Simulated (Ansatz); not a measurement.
# GeAsH₂ (doublet): the correlation ladder at a displaced geometry (v2), cc-pVDZ

How much of the correlation energy of GeAsH₂ (doublet) does each wave-function method recover here?

Method: cc-pVDZ, core rule «outside noble gas», up to 28 orbitals frozen; program: Ansatz 0.2.0, Gaussian basis.

Plan: UHF; CCSD(T) on ROHF; CCSD(T) on UHF; BCCD(T) on ROHF; CISD as a restricted active space (open shells left free, so some higher excitations enter); CCSDT(Q) on ROHF; CCSDT(Q) on UHF; CASSCF and MRCISD+Q, 11 electrons in 10 orbitals; CASSCF and NEVPT2, 11 electrons in 10 orbitals.

23 further runs of the same task are left out: 9 that didn't finish, 14 set aside as unsound or not needed. Runs told in other sessions of the task aren't counted.

## 1. The system

The geometry is a PBE0/def2-TZVP stationary point (not a proven minimum) with its atoms shifted at random (size 0.100 Å). No spin-orbit coupling is included. The filled d shell of Ge, As may be among the frozen orbitals whatever the setting's name suggests.

4 atoms, charge 0, spin multiplicity 2.

Atoms are counted from 1 here; the program's logs count them from 0.

Bond lengths: Ge1–As2 2.462 Å, Ge1–H3 1.576 Å, As2–H4 1.625 Å. Angles: As2–Ge1–H3 89.3°, Ge1–As2–H4 92.1°.

## 2. UHF

The input, in.yaml:

```yaml
crystal:
  periodic: [false, false, false]
  atoms:
    - {symbol: Ge, position_ang: [0.083213, -0.055043, 1.246309]}
    - {symbol: As, position_ang: [-0.081661, 0.053899, -1.207722]}
    - {symbol: H, position_ang: [-0.005041, 1.517714, 1.302113]}
    - {symbol: H, position_ang: [0.078068, -1.557269, -1.349169]}
basis:
  gaussian: {orbitals: cc-pVDZ}
magnetization: {spin_polarized: true, initial_magnetization: 1}
hamiltonian: {xc: hf}
output: {orbitals: {seedname: orbitals}}
```

Launch:

```console
ansatz run in.yaml --threads 1 --pin off --events-out ev --progress --plain --max-ram 2393MiB
```

The runs that follow: CCSD(T) on ROHF; CCSD(T) on UHF; BCCD(T) on ROHF; CISD as a restricted active space (open shells left free, so some higher excitations enter); CCSDT(Q) on ROHF; CCSDT(Q) on UHF; CASSCF and MRCISD+Q, 11 electrons in 10 orbitals; CASSCF and NEVPT2, 11 electrons in 10 orbitals.

Before running them: what should the planned runs give, taken together? Wanted: UCCSDT(Q) from the RHF energy; RMP2 from UCCSDT(Q); UMP2 from UCCSDT(Q); RCCSD from UCCSDT(Q); RCCSD(T) from UCCSDT(Q); UCCSD(T) from UCCSDT(Q); RCCSDT(Q) from UCCSDT(Q); NEVPT2 valence from UCCSDT(Q); MRCISD+Q valence from UCCSDT(Q).

**Answer**, as computed:

| quantity | value |
| --- | --- |
| UCCSDT(Q) from the ROHF energy | -5.8652 eV |
| RMP2 from UCCSDT(Q) | +1265.7 meV |
| UMP2 from UCCSDT(Q) | +1280.7 meV |
| RCCSD from UCCSDT(Q) | +219.6 meV |
| RCCSD(T) from UCCSDT(Q) | +47.1 meV |
| UCCSD(T) from UCCSDT(Q) | +45.7 meV |
| RCCSDT(Q) from UCCSDT(Q) | +2.4 meV |
| NEVPT2 valence from UCCSDT(Q) | +956.8 meV |
| MRCISD+Q valence from UCCSDT(Q) | +27.7 meV |
| levels within 1 kcal/mol (43 meV) | RCCSDT, UCCSDT, RCCSDT(Q), MRCISD+Q valence |
| T1 diagnostic | 0.023 |
| effectively unpaired electrons | 1.06 |

**Reading.** RCCSD(T) misses by +47.1 meV, 0.8 % of the correlation energy. One determinant dominates. Of the multireference levels listed MRCISD+Q valence comes nearest in total energy (+27.7 meV), which doesn't show that its space is the better one. Coupled cluster took another determinant than the lowest Hartree-Fock one. These misses are within one basis, not against nature; the frozen cores of restricted and unrestricted runs differ, which can shift their rows.

With open shells the CI space here admits some higher excitations, so it is larger than plain CISD.
